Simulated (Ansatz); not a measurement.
# MoS2: properties at the relaxed cell

One table from this session's results is given with a row withheld; the runs are named, their logs left out.

Method: DFT PBEsol, scalar-relativistic, plane waves, PAW, in Ansatz 0.2.0.

2 further runs of the same task are left out: 2 set aside as unsound or not needed.

### The structure to begin with

The structure is trigonal, space group P-3m1 (No. 164). Conventional cell: a = 3.141 Å, b = 3.141 Å, c = 6.125 Å, α = 90.00°, β = 90.00°, γ = 120.00°. Around Mo (site symmetry -3m) lie 6 S at 2.41 Å. S (site symmetry 3m) is surrounded by 3 Mo at 2.41 Å.

Structure file:

```
CELL_PARAMETERS angstrom
3.14118 0.00000 0.00000
-1.57059 2.72035 0.00000
0.00000 0.00000 6.12471
ATOMIC_POSITIONS crystal
Mo 0.00000 0.00000 0.50000
S 0.33333 0.66667 0.24106
S 0.66667 0.33333 0.75894
```

It goes back to an entry of the Materials Project, which need not be the stable form.

It is the result of an earlier relaxation at this level (volume 17.45 Å³/atom; gap on the mesh: none (metal)).

Set-up of the first run:

input.yaml reads:

```yaml
crystal:
  lattice:
    - [3.1411847089, 0.0, 0.0]
    - [-1.5705923545, 2.7203457559, 0.0]
    - [0.0, 0.0, 6.1247118881]
  atoms:
    - { symbol: Mo, position: [0.0, 0.0, 0.5] }
    - { symbol: S, position: [0.3333333333, 0.6666666667, 0.2410625331] }
    - { symbol: S, position: [0.6666666667, 0.3333333333, 0.7589374669] }
basis:
  ecutwfc: 420
kpoints:
  mp_grid: { grid: [18, 18, 8] }
  band_path:
    path:
      - [[0.0, 0.0, 0.0], [0.5, 0.0, 0.0], [0.33333333, 0.33333333, 0.0], [0.0, 0.0, 0.0], [0.0, 0.0, 0.5], [0.5, 0.0, 0.5], [0.33333333, 0.33333333, 0.5], [0.0, 0.0, 0.5]]
      - [[0.5, 0.0, 0.5], [0.5, 0.0, 0.0]]
      - [[0.33333333, 0.33333333, 0.5], [0.33333333, 0.33333333, 0.0]]
    npoints: 14
hamiltonian:
  xc: pbesol
scf:
  occupations: { method: gaussian, width: 0.1 }
  n_extra_bands: 7
output:
  forces: true
  stress: true
  eigenvalues: true
  populations: true
  dos: { projected: true, de: 0.02, nscf_kmesh: { grid: [27, 27, 12] } }
  bader: true
  write_density: true
  write_potential: true
  elf: true
  volumetric_format: npy
```

Command:

```bash
$ ansatz run input.yaml --threads 1 --pin off --max-ram 2560MiB --backend cpu --events-out ev --progress --plain --runs-dir out
```

Among the steps run: Electronic structure at the relaxed geometry; Point at V/V0 = 0.97; The cell scaled to 1.03 of its volume; Point at V/V0 = 0.94; The cell scaled to 1.06 of its volume.

One of the session's tables, all rows but one given; the rest of the session is left out.

```
volume (Å³/atom)  energy above the lowest point (meV/atom)  pressure (GPa)
          16.399                                       5.6            2.12
          16.922                                       1.2            0.83
          17.445                                       0.0            0.02
          17.969                                         ?               ?
          18.492                                       2.6           -0.73
```

**Question.** Estimate the row for volume (Å³/atom) = 17.969.

Worked estimate for «energy above the lowest point (meV/atom)». A straight line through the neighbours (17.445, 0.0) and (18.492, 2.6) gives 0.0 + (2.6 − 0.0) × (17.969 − 17.445) / (18.492 − 17.445) = 1.3; a parabola fitted to 3 rows on both sides gives 0.5.

As computed: energy above the lowest point (meV/atom): 0.7; pressure (GPa): -0.53. In «energy above the lowest point (meV/atom)» the line misses by +0.6 and the parabola by -0.2.

Caveats from the session: Layers here are held mostly by dispersion, which this level lacks, so their spacing and the stiffness across them are unreliable there.
